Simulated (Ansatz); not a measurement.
# ZnNi: biaxial strain in the a-b plane

The task here is to estimate one member of a computed series from the others.

Computed with Ansatz 0.2.0 (DFT r2SCAN, scalar-relativistic, plane waves, PAW, unless a step's input says otherwise).

2 further runs of the same task are left out: 2 set aside as unsound or not needed.

### The structure to begin with

Symmetry: P4/mmm, No. 123, tetragonal system. The conventional cell has a = 2.693 Å, b = 2.693 Å, c = 3.189 Å, α = 90.00°, β = 90.00°, γ = 90.00°. Zn (site symmetry 4/mmm) has 8 Ni at 2.48 Å and 4 Zn at 2.69 Å in its first shell of neighbours. Ni (site symmetry 4/mmm) is surrounded by 8 Zn at 2.48 Å and 4 Ni at 2.69 Å.

Coordinates:

```xyz
2
Lattice="2.6927 0.0000 0.0000 0.0000 2.6927 0.0000 0.0000 0.0000 3.1888" Properties=species:S:1:pos:R:3 pbc="T T T"
Zn    1.3464    1.3464    1.5944
Ni    0.0000    0.0000    0.0000
```

This cell was relaxed beforehand with the same method: volume 11.56 Å³/atom, gap on the mesh none (metal).

The unstrained cell was computed beforehand with the same settings: E(σ→0) = -9171.4688 eV for 2 atoms, gap none (metal).

The first run:

input.yaml reads:

```yaml
crystal:
  lattice:
    - [2.6657838262, 0.0, 0.0]
    - [0.0, 2.6657838262, 0.0]
    - [0.0, 0.0, 3.2078846392]
  atoms:
    - { symbol: Zn, position: [0.5, 0.5, 0.5] }
    - { symbol: Ni, position: [0.0, 0.0, 0.0] }
basis:
  ecutwfc: 500
kpoints:
  mp_grid: { grid: [20, 20, 16] }
hamiltonian:
  xc: r2scan
scf:
  occupations: { method: gaussian, width: 0.1 }
output:
  forces: true
  stress: true
  eigenvalues: true
relax:
  adjacent_minimum: "off"
  f_tol: 0.008
  max_steps: 40
  cell: { stress_tol: 0.015, fix: [a, b, gamma] }
```

Launch:

```
$ ansatz run input.yaml --threads 1 --pin off --max-ram 2560MiB --backend cpu --events-out ev --progress --plain --runs-dir out
```

Among the steps run: At -1.0 %; The cell strained by +1.0 %; Strain -2.0 %; At +2.0 %; Strain -3.0 %; At +3.0 %.

One of the session's tables, all rows but one given; the rest of the session is left out.

Lengths are those of the vectors of the cell that was run; stresses in GPa:

```
strain (%)  ΔE (meV/atom)  a (Å)  b (Å)  c (Å)
      -3.0            8.4  2.612  2.612  3.344
      -2.0            3.7  2.639  2.639  3.291
      -1.0            0.8  2.666  2.666  3.239
      +0.0            0.0  2.693  2.693  3.189
      +1.0            0.8  2.720  2.720  3.138
      +2.0              ?      ?      ?      ?
      +3.0            5.9  2.773  2.773  3.033
```

**Question.** Estimate the row for strain (%) = +2.0.

Worked estimate for «ΔE (meV/atom)». A straight line through the neighbours (1.0, 0.8) and (3.0, 5.9) gives 0.8 + (5.9 − 0.8) × (2.0 − 1.0) / (3.0 − 1.0) = 3.4; a parabola fitted to 3 rows on both sides gives 2.8.

The run gave: ΔE (meV/atom): 2.9; a (Å): 2.747; b (Å): 2.747; c (Å): 3.086. In «ΔE (meV/atom)» the line misses by +0.5 and the parabola by -0.1.

ΔE is over the unstrained cell. Stress in GPa, positive in compression, on the Cartesian axes of the input. 

Limits of these values: The final runs have no spin polarisation, so a magnetic state may lie lower.
